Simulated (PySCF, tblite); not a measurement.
# C4H12N2OSi2: geometry, infrared bands and NMR shifts

Aim: predict the infrared bands and NMR shifts of C4H12N2OSi2 (`C[Si](C)(C)O[Si@H](N)C#N`).

The runs use tblite 0.8.0 and PySCF 2.14.0, with density-fitted response routines of our own; the level of theory stands in each step. All values are computed, except where a source is named. Atoms count from 0, in the outputs and in this text.

**1. The molecule as given**

21 atoms, charge 0, multiplicity 1; geometry from: force field or distance geometry start.

Bonds of the start (Å): C0–Si1 1.84, Si1–C2 1.87, Si1–C3 1.89, Si1–O4 1.70, O4–Si5 1.69, Si5–N6 1.80, Si5–C7 1.81, C7–N8 1.17, C0–H9 1.13, C0–H10 1.10, C0–H11 1.13, C2–H12 1.10, C2–H13 1.13, C2–H14 1.10, C3–H15 1.11, C3–H16 1.08, C3–H17 1.12, Si5–H18 1.50, N6–H19 1.06, N6–H20 1.06.

**2. Relaxing the molecule with GFN2-xTB**

The job: settings as JSON, then the geometry in Å.

```
{"job": {"kind": "relax", "xc": "GFN2-xTB", "basis": "xTB"}, "charge": 0, "multiplicity": 1}
C     -0.796400     1.264500    -1.213700
Si    -0.659100     0.324300     0.365500
C     -1.431200    -1.368800     0.187500
C     -1.675900     1.192300     1.700600
O      0.915700     0.293800     0.993800
Si     2.054500    -0.586700     0.112700
N      2.562200     0.321600    -1.357900
C      1.524500    -2.273600    -0.273600
N      1.197100    -3.364500    -0.524500
H     -1.117200     0.570400    -2.040200
H      0.115300     1.830000    -1.472700
H     -1.664400     1.984900    -1.096700
H     -1.238200    -2.022600     1.056200
H     -2.551900    -1.196900     0.159200
H     -1.132200    -1.807600    -0.779300
H     -2.657500     0.689400     1.795800
H     -1.714600     2.248100     1.456600
H     -1.122400     1.116300     2.674600
H      3.316500    -0.741000     0.907500
H      2.463200     1.364700    -1.176100
H      3.603100     0.178200    -1.475900
```

Run with:

```bash
> OMP_NUM_THREADS=1 python probes_run.py task.json out
```

The driver reads the jobs from task.json and runs them one after another.

**Question.** This job is followed by: GFN2-xTB harmonic vibrations, gas phase; GIAO PBE0/pcSseg-1 NMR shielding, non-relativistic, gas phase. Predict these results of the whole session: strongest single infrared mode (GFN2-xTB); zero-point energy (GFN2-xTB); 13C shifts against TMS (PBE0/pcSseg-1, means over atoms taken as alike); 1H shifts against TMS (PBE0/pcSseg-1, means over atoms taken as alike); 29Si shifts against TMS (PBE0/pcSseg-1); 17O shifts against H2O (PBE0/pcSseg-1); 15N shifts against NH3 (PBE0/pcSseg-1); surface potential, 1st and 99th percentile.

The runs gave:

```
                                                               quantity                  value
                              strongest single infrared mode (GFN2-xTB)  1051 cm⁻¹, 878 km/mol
                                           zero-point energy (GFN2-xTB)          98.9 kcal/mol
13C shifts against TMS (PBE0/pcSseg-1, means over atoms taken as alike)         127.5, 2.6 ppm
 1H shifts against TMS (PBE0/pcSseg-1, means over atoms taken as alike)   5.12, 0.78, 0.28 ppm
                                29Si shifts against TMS (PBE0/pcSseg-1)        16.4, -62.5 ppm
                                 17O shifts against H2O (PBE0/pcSseg-1)               74.2 ppm
                                 15N shifts against NH3 (PBE0/pcSseg-1)        349.4, 27.8 ppm
                                  surface potential, 1st and 99th percentile     -1.72 V and 1.82 V
```

Over 152 steps the energy fell by 1.212 eV; of the close pairs, Si5–N6 changed most, 1.802 to 1.717 Å. All 57 modes are real, so the xTB geometry is a minimum. The strongest single mode, at 1051 cm⁻¹, moves mainly O4. GFN2-xTB is a fitted tight-binding method: band positions and strengths are rough. Its intensities can rank the bands wrongly. At PBE0/pcSseg-1: The largest span, 584 ppm, is at N8, where the paramagnetic term is -421 ppm. At PBE0/pcSseg-1, counted by nearest atom on the grid, the HOMO lies on N6 66 %; H18 10 %, the LUMO on C7 27 %; N8 27 %.
